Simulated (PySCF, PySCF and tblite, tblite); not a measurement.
# C₄H₁₂BNO: a path driven as rotation about a bond, and NMR exchange, part 2 of 3

PySCF and tblite. Atoms count from 0.

## 7. Shieldings, saddle of leg 1: PBE0/pcSseg-1

The job: settings as JSON, then the geometry in Å.

```
{"job": {"kind": "nmr", "xc": "PBE0", "basis": "pcSseg-1", "pop": false}, "charge": 0, "multiplicity": 1}
C      2.280963     1.070683    -0.295757
O      1.350199     0.722949     0.686479
B      0.373897    -0.260493     0.507115
C      0.632384    -1.740106     1.061917
N     -0.842013     0.094564    -0.086281
C     -1.141968     1.441109    -0.524378
C     -1.956093    -0.799839    -0.300718
H      1.798917     1.341450    -1.244213
H      2.977851     0.244841    -0.490725
H      2.847224     1.928971     0.072243
H      1.602642    -1.808314     1.546102
H     -0.116001    -2.041225     1.791240
H      0.616591    -2.476833     0.260367
H     -1.259785     1.480082    -1.612845
H     -2.073170     1.787770    -0.066207
H     -0.337286     2.105323    -0.222699
H     -1.693117    -1.807348     0.003412
H     -2.233075    -0.811109    -1.359985
H     -2.828162    -0.472474     0.274932
```

What it wrote:

```text
coarse grid: 15024 points
cycle   1  E = -313.9872380199  dE =  6.624e-01  |g| = 6.765e-01  |ddm| = 3.547e+00
cycle   2  E = -313.9064814249  dE =  8.076e-02  |g| = 9.518e-01  |ddm| = 1.479e+00
cycle   3  E = -314.0805004206  dE = -1.740e-01  |g| = 1.109e-01  |ddm| = 9.772e-01
cycle   4  E = -314.0826539042  dE = -2.153e-03  |g| = 3.848e-02  |ddm| = 9.772e-02
cycle   5  E = -314.0829690134  dE = -3.151e-04  |g| = 1.127e-02  |ddm| = 3.264e-02
cycle   6  E = -314.0829918557  dE = -2.284e-05  |g| = 3.888e-03  |ddm| = 8.928e-03
cycle   7  E = -314.0829949322  dE = -3.076e-06  |g| = 3.698e-04  |ddm| = 2.550e-03
final grid: 142704 points
cycle   8  E = -314.1310156298  dE = -4.613e-05  |g| = 1.073e-02  |ddm| = 2.844e-02
cycle   9  E = -314.1310011347  dE =  1.450e-05  |g| = 1.391e-02  |ddm| = 1.600e-02
cycle  10  E = -314.1310406291  dE = -3.949e-05  |g| = 1.869e-03  |ddm| = 9.374e-03
cycle  11  E = -314.1310413358  dE = -7.067e-07  |g| = 1.434e-04  |ddm| = 1.507e-03
cycle  12  E = -314.1310413386  dE = -2.829e-09  |g| = 8.808e-05  |ddm| = 1.826e-04
cycle  13  E = -314.1310413402  dE = -1.599e-09  |g| = 2.671e-05  |ddm| = 9.149e-05
cycle  14  E = -314.1310413404  dE = -1.434e-10  |g| = 5.057e-06  |ddm| = 2.029e-05
converged SCF energy = -314.1310413404

GIAO shielding tensors (ppm)
atom      isotropic    diamagn.    paramagn.     s11        s22        s33       span
  0 C      132.797     243.158    -110.360    105.621    110.180    182.591     76.970
  1 O      284.459     398.318    -113.860    217.842    258.531    377.003    159.162
  2 B       67.410     196.421    -129.011     41.865     70.704     89.661     47.795
  3 C      187.257     255.081     -67.824    181.213    185.446    195.111     13.898
  4 N      160.492     326.985    -166.493     56.078    209.141    216.257    160.180
  5 C      148.726     246.965     -98.239    124.732    136.412    185.035     60.302
  6 C      145.945     245.864     -99.919    125.384    129.502    182.949     57.565
  7 H       28.060      30.892      -2.833     23.394     27.014     33.772     10.378
  8 H       27.825      29.291      -1.466     23.369     25.987     34.118     10.749
  9 H       27.670      28.266      -0.596     23.947     25.115     33.948     10.001
 10 H       31.514      31.643      -0.130     26.735     29.942     37.865     11.130
 11 H       31.373      32.072      -0.699     26.882     30.205     37.032     10.150
 12 H       31.498      32.624      -1.127     27.449     29.866     37.178      9.730
 13 H       29.261      30.570      -1.309     25.384     26.820     35.580     10.196
 14 H       29.506      30.044      -0.538     25.343     27.091     36.085     10.741
 15 H       27.795      31.845      -4.050     22.567     29.131     31.685      9.118
 16 H       28.540      31.571      -3.031     23.278     29.820     32.522      9.244
 17 H       29.182      29.967      -0.785     25.349     26.734     35.461     10.112
 18 H       29.164      29.624      -0.460     25.341     26.615     35.536     10.194
```

It took 16 s on 1 thread of AMD EPYC 9R45, shared host; peak memory 0.85 GiB.

In short: HOMO -6.86 eV, LUMO 1.10 eV; dipole 1.89 D.

The fields below are evaluated on a grid from the run's orbitals.

Frontier orbitals at PBE0/pcSseg-1, with the share of their density that lies nearest to each atom:

| orbital | energy (eV) | lies on |
| --- | --- | --- |
| HOMO | -6.86 | N4 50 %; O1 10 %; B2 9 % |
| LUMO | 1.10 | B2 28 %; H7, H8 about 9 % each; N4 8 % |

ELF in a plane through or near 8 of the atoms.

Ten even steps from ' ' (0.00) to '@' (1.00):
```
                                                        
                                                        
                      ..                                
                  --####--....::::                      
                ::@@@@@@%%++**%%%%==                    
                --@@@@@@@@::##@@@@==                    
                  ..++##**..++##==  ..--::              
                      ::%%@@%%--    **##::              
                ..++++==..----::  ..++++--::..          
            ....--####%%::--##%%**++++%%@@@@%%::        
        ++%%%%**==%%**%%==--##--++##++@@@@@@@@==        
      ==@@@@@@@@++==++==    ++%%##::..++@@@@##          
      ==@@@@@@@@==..    ..++++==++--    ..::..          
        **@@@@++..    ::@@@@##++==%%##::                
                      **@@@@##==**####==                
                      ..++==......::::                  
                                                        
                                                        
                                                        
                                                        
```
The map spans 11.8 Å across and 10.4 Å up, centred on the molecule. Atoms in the plane (x, y in Å): B2 (-0.3, 0.5), C3 (-0.2, 2.1), N4 (0.8, -0.3), C5 (0.7, -1.8), H9 (-3.3, -1.0), H10 (-1.1, 2.6), H15 (-0.3, -2.0), H18 (2.8, -0.2).

On the surface of density 0.002 e/bohr³ the electrostatic potential runs, from the 1st to the 99th percentile, from -1.59 V near O1 to 0.65 V near H17.

## 8. Shieldings, end: PBE0/pcSseg-1

The job: settings as JSON, then the geometry in Å.

```
{"job": {"kind": "nmr", "xc": "PBE0", "basis": "pcSseg-1", "pop": false}, "charge": 0, "multiplicity": 1}
C      2.151556     1.307982    -0.319017
O      1.695437     0.206066     0.413876
B      0.484123    -0.411586     0.441776
C      0.521186    -1.775547     1.283396
N     -0.718523     0.013217    -0.168361
C     -0.990647     1.302558    -0.767790
C     -1.892127    -0.830315    -0.246971
H      1.874906     2.251250     0.165573
H      1.777828     1.304974    -1.346820
H      3.243395     1.246527    -0.344621
H      1.465349    -1.856932     1.813768
H     -0.277170    -1.832981     2.019110
H      0.438923    -2.651280     0.642768
H     -1.060744     1.226421    -1.860283
H     -1.948810     1.682885    -0.396786
H     -0.224357     2.023875    -0.510472
H     -1.670300    -1.827813     0.113836
H     -2.232001    -0.902081    -1.285835
H     -2.711562    -0.412432     0.349390
```

What it wrote:

```text
coarse grid: 15024 points
cycle   1  E = -313.9907469836  dE =  6.779e-01  |g| = 6.626e-01  |ddm| = 3.546e+00
cycle   2  E = -313.9149819822  dE =  7.577e-02  |g| = 9.283e-01  |ddm| = 1.317e+00
cycle   3  E = -314.0812177565  dE = -1.662e-01  |g| = 1.186e-01  |ddm| = 8.191e-01
cycle   4  E = -314.0836826230  dE = -2.465e-03  |g| = 4.004e-02  |ddm| = 1.012e-01
cycle   5  E = -314.0840150360  dE = -3.324e-04  |g| = 1.186e-02  |ddm| = 3.376e-02
cycle   6  E = -314.0840410377  dE = -2.600e-05  |g| = 3.710e-03  |ddm| = 9.178e-03
cycle   7  E = -314.0840438064  dE = -2.769e-06  |g| = 4.247e-04  |ddm| = 2.364e-03
final grid: 142704 points
cycle   8  E = -314.1331963783  dE = -5.183e-05  |g| = 1.159e-02  |ddm| = 2.998e-02
cycle   9  E = -314.1331754139  dE =  2.096e-05  |g| = 1.580e-02  |ddm| = 1.728e-02
cycle  10  E = -314.1332245834  dE = -4.917e-05  |g| = 2.148e-03  |ddm| = 1.024e-02
cycle  11  E = -314.1332255295  dE = -9.461e-07  |g| = 1.690e-04  |ddm| = 1.578e-03
cycle  12  E = -314.1332255342  dE = -4.657e-09  |g| = 8.597e-05  |ddm| = 1.961e-04
cycle  13  E = -314.1332255356  dE = -1.467e-09  |g| = 3.071e-05  |ddm| = 9.451e-05
cycle  14  E = -314.1332255358  dE = -1.936e-10  |g| = 5.490e-06  |ddm| = 2.361e-05
converged SCF energy = -314.1332255358

GIAO shielding tensors (ppm)
atom      isotropic    diamagn.    paramagn.     s11        s22        s33       span
  0 C      130.632     244.731    -114.099    105.844    109.987    176.065     70.222
  1 O      247.647     393.819    -146.173    150.985    243.597    348.358    197.372
  2 B       72.671     196.025    -123.354     52.984     73.542     91.487     38.503
  3 C      183.575     254.758     -71.183    174.891    182.969    192.865     17.973
  4 N      187.005     326.940    -139.936    114.509    211.306    235.199    120.691
  5 C      146.821     246.748     -99.928    125.153    133.315    181.994     56.841
  6 C      143.194     245.773    -102.579    121.159    126.123    182.300     61.140
  7 H       27.563      29.746      -2.182     23.789     25.559     33.342      9.553
  8 H       27.609      30.987      -3.378     23.522     26.669     32.638      9.116
  9 H       27.634      28.001      -0.367     23.167     26.002     33.733     10.565
 10 H       31.657      31.773      -0.116     26.905     30.188     37.877     10.971
 11 H       31.696      32.499      -0.802     27.321     30.698     37.070      9.749
 12 H       31.541      32.171      -0.630     27.634     29.930     37.059      9.426
 13 H       28.855      30.456      -1.601     24.838     26.420     35.307     10.469
 14 H       29.428      30.344      -0.916     25.525     27.187     35.572     10.047
 15 H       28.005      32.505      -4.501     22.596     28.837     32.581      9.985
 16 H       28.604      31.606      -3.002     23.305     29.932     32.574      9.269
 17 H       29.312      29.898      -0.586     25.510     26.873     35.552     10.041
 18 H       29.136      29.965      -0.828     25.178     26.793     35.437     10.259
```

Wall time 12 s (1 thread of AMD EPYC 9R45, shared host); peak memory 0.85 GiB.

Key values: HOMO -6.57 eV, LUMO 1.37 eV; dipole 2.30 D.

## 9. The path in numbers

The job: settings as JSON, then the geometry in Å.

```
{"job": {"smiles": "COB(C)N(C)C", "charge": 0, "mult": 1, "motion": "rotation", "what": "boronate", "atoms": [2, 1], "drives": [{"terms": [["t", [3, 2, 1, 0], 0.5], ["t", [4, 2, 1, 0], 0.5]], "by": 180, "n": 12}], "study": "path", "level": {"kind": "nmr", "xc": "PBE0", "basis": "pcSseg-1"}, "fields": [100, 200, 900], "first": 3, "seed": 358, "kind": "path"}, "charge": 0, "multiplicity": 1}
C      2.547616     0.957609     0.090997
O      1.170930     0.960359    -0.163543
B      0.338714    -0.098985     0.102001
C      0.830368    -1.483697     0.740316
N     -1.011427     0.105905    -0.228216
C     -1.492236     1.341073    -0.805685
C     -2.071981    -0.854672    -0.044800
H      2.939900     1.927696    -0.221853
H      3.058533     0.171093    -0.473962
H      2.758567     0.818213     1.156331
H      1.898395    -1.495319     0.940705
H      0.325952    -1.685234     1.683211
H      0.619947    -2.321381     0.078373
H     -1.946564     1.156327    -1.784997
H     -2.247024     1.799709    -0.158022
H     -0.657153     2.024194    -0.921519
H     -1.684312    -1.770160     0.389209
H     -2.543339    -1.092850    -1.005057
H     -2.844691    -0.450629     0.619051
```

What it wrote:

```text
stationary points (kcal/mol above the start)
  n  kind          group   xTB      DFT    lowest mode
  0  minimum      Cs       0.00     0.00      73.2
  1  saddle       C1       8.67     7.34    -136.4
  2  minimum      C1       4.01     5.95      52.0

GFN2-xTB energies: T/K, barrier G, reaction G (kcal/mol), k forward, k back (1/s)
 150.00     8.27     4.32       5.66   5.52e+06
 200.00     8.35     4.38    6.3e+03   1.94e+08
 250.00     8.44     4.45   4.33e+05   1.68e+09
 298.15     8.55     4.52   6.74e+06   6.89e+09
 350.00     8.67     4.59   5.62e+07   2.06e+10
 400.00     8.80     4.66    2.6e+08   4.54e+10
 500.00     9.08     4.79   2.24e+09   1.39e+11

PBE0/pcSseg-1 + D3(BJ) energies: T/K, barrier G, reaction G (kcal/mol), k forward, k back (1/s)
 150.00     6.93     6.25        497   3.18e+11
 200.00     7.01     6.32   1.81e+05   7.21e+11
 250.00     7.11     6.38   6.35e+06   1.21e+12
 298.15     7.21     6.45    6.4e+07   1.71e+12
 350.00     7.34     6.52   3.82e+08   2.26e+12
 400.00     7.47     6.59   1.39e+09   2.77e+12
 500.00     7.74     6.72   8.59e+09   3.72e+12
```

It took 55 s on 1 thread of AMD EPYC 9R45, shared host; peak memory 0.85 GiB. This counts the whole study up to here.

Barriers by level (kcal/mol; entropies in cal/(mol K)). Zero-point and thermal terms come from xTB in every row. ΔG‡ leaves symmetry out; the rate counts equivalent paths (a factor of 2); effective ΔG‡, where given, is the barrier that would give that rate by Eyring's equation alone:

```
                 level   ΔE‡  with zero-point   ΔH‡   ΔS‡  ΔG‡ (298 K)  ΔE of reaction  k at 298 K (1/s)  effective ΔG‡
              GFN2-xTB  8.67             8.14  7.73  -2.7         8.55            4.01           6.7e+06           8.14
PBE0/pcSseg-1 + D3(BJ)  7.34             6.81  6.40  -2.7         7.21            5.94           6.4e+07           6.80
```

Sites that the driver pairs across this motion, and where their lines would merge (no couplings; faster rotations, inversion at nitrogen or exchange between molecules can average them sooner):

| nucleus | sites: shielding (ppm) | proton frequency (MHz) | spread (Hz) | coalescence (K) | lines at 298 K |
| --- | --- | --- | --- | --- | --- |
| 13C | C3: 192.4; C3 (end): 183.6 | 900 | 1995 | not given | – |
| 15N | N4: 177.9; N4 (end): 187.0 | 900 | 834 | not given | – |
| 13C | C6: 146.3; C6 (end): 143.2 | 900 | 695 | not given | – |
| 13C | C5: 149.7; C5 (end): 146.8 | 900 | 646 | not given | – |
| 17O | O1: 245.1; O1 (end): 247.6 | 900 | 306 | not given | – |
| 11B | B2: 71.9; B2 (end): 72.7 | 900 | 210 | not given | – |
| 1H | H7, H8, H9: 27.83; H7, H8, H9 (end): 27.60 | 900 | 207 | not given | – |
| 13C | C0: 131.2; C0 (end): 130.6 | 900 | 127 | not given | – |

A dash: the driver gave no coalescence for this row (it judged the minor form too scarce).

Rows that set an atom against itself at the end compare its shielding in the two forms.

Lines of quadrupolar nuclei are broad, so their coalescence could hardly be seen.

(Continued in part 3 of 3.)
